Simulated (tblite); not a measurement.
# C4H7BO2Si: the cost of one run

Programs: tblite 0.8.0 and PySCF 2.14.0, with density-fitted response routines of our own. Each step states its level of theory. These are calculated values for one molecule in the gas phase, unless marked as measured. Atoms count from 0, in the outputs and in this text.

## 1. The starting structure

15 atoms, charge 0, multiplicity 1; geometry from: force field or distance geometry start.

Bonds of the start (Å): C0–B1 1.55, B1–C2 1.59, C2–C3 1.29, C3–C4 1.45, C4–O5 1.28, C4–O6 1.37, O6–Si7 1.73, Si7–B1 1.97, C0–H8 1.11, C0–H9 1.12, C0–H10 1.13, C2–H11 1.10, C3–H12 1.10, Si7–H13 1.48, Si7–H14 1.46.

## 2. Relaxing the molecule with GFN2-xTB

What the job is given:

```
{"job": {"kind": "relax", "xc": "GFN2-xTB", "basis": "xTB"}, "charge": 0, "multiplicity": 1}
C     -2.080600     0.873400    -0.206100
B     -0.724400     0.301500     0.273400
C      0.616100     1.146200     0.214100
C      1.764000     0.655200    -0.105000
C      2.066500    -0.728600    -0.413200
O      3.278200    -1.022400    -0.699800
O      1.175900    -1.771300    -0.469500
Si    -0.315700    -1.622100     0.401200
H     -2.609000     1.517000     0.534100
H     -2.033000     1.371000    -1.208000
H     -2.769200    -0.006500    -0.367900
H      0.540900     2.217400     0.432200
H      2.613000     1.349000    -0.102900
H     -0.127700    -1.843500     1.852900
H     -1.399400    -2.428400    -0.157400
```

Run with:

```console
OMP_NUM_THREADS=1 python probes_run.py task.json out
```

The driver reads the jobs from task.json and runs them one after another.

Q: Estimate the wall time and peak memory of this first job on 1 thread of Arm Neoverse N1, shared host.

About 1.2 s, with a peak of 0.18 GiB.
